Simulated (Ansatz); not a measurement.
Crystal: MoN2.

```
Mo N
1.0
     4.34805    0.00000    0.00000
     0.00000    4.34805    0.00000
     0.00000    0.00000    2.76746
Mo N
2 4
Direct
  0.00000 0.00000 0.00000
  0.50000 0.50000 0.00000
  0.61165 0.88835 0.50000
  0.38835 0.11165 0.50000
  0.11165 0.61165 0.50000
  0.88835 0.38835 0.50000
```

Measurements of this composition are mostly on another form, of space group No. 160.

Base run:

| Item | Value |
| --- | --- |
| Program | Ansatz 0.2.0 |
| Functional | PBEsol |
| Potentials or basis | Ansatz PAW |
| Cutoff | 420 eV |
| Density cutoff | 1680 eV |
| k mesh | 6 × 6 × 10 |
| Occupations | fermi-dirac, width 0.05 eV |
| Spin | no spin polarisation |

Its results: band gap on the k mesh none (metal or under the smearing width); pressure -14.1 GPa; largest force 0.034 eV/Å.

The run is repeated on the same cell with these changes: hubbard terms from none to Mo d U = 6 eV; hubbard projectors from none to ortho-atomic (the default). What comes out?

Band gap on the k mesh none (metal or under the smearing width); pressure -6.8 GPa; largest force 0.547 eV/Å.

Caveats: the PAW data sets come from PBE, with cores solved anew for the run's functional, which leaves a small shift of forces and pressure; U without spin polarisation on a metal has little footing (some runs).

Not every run made on this cell is shown here.
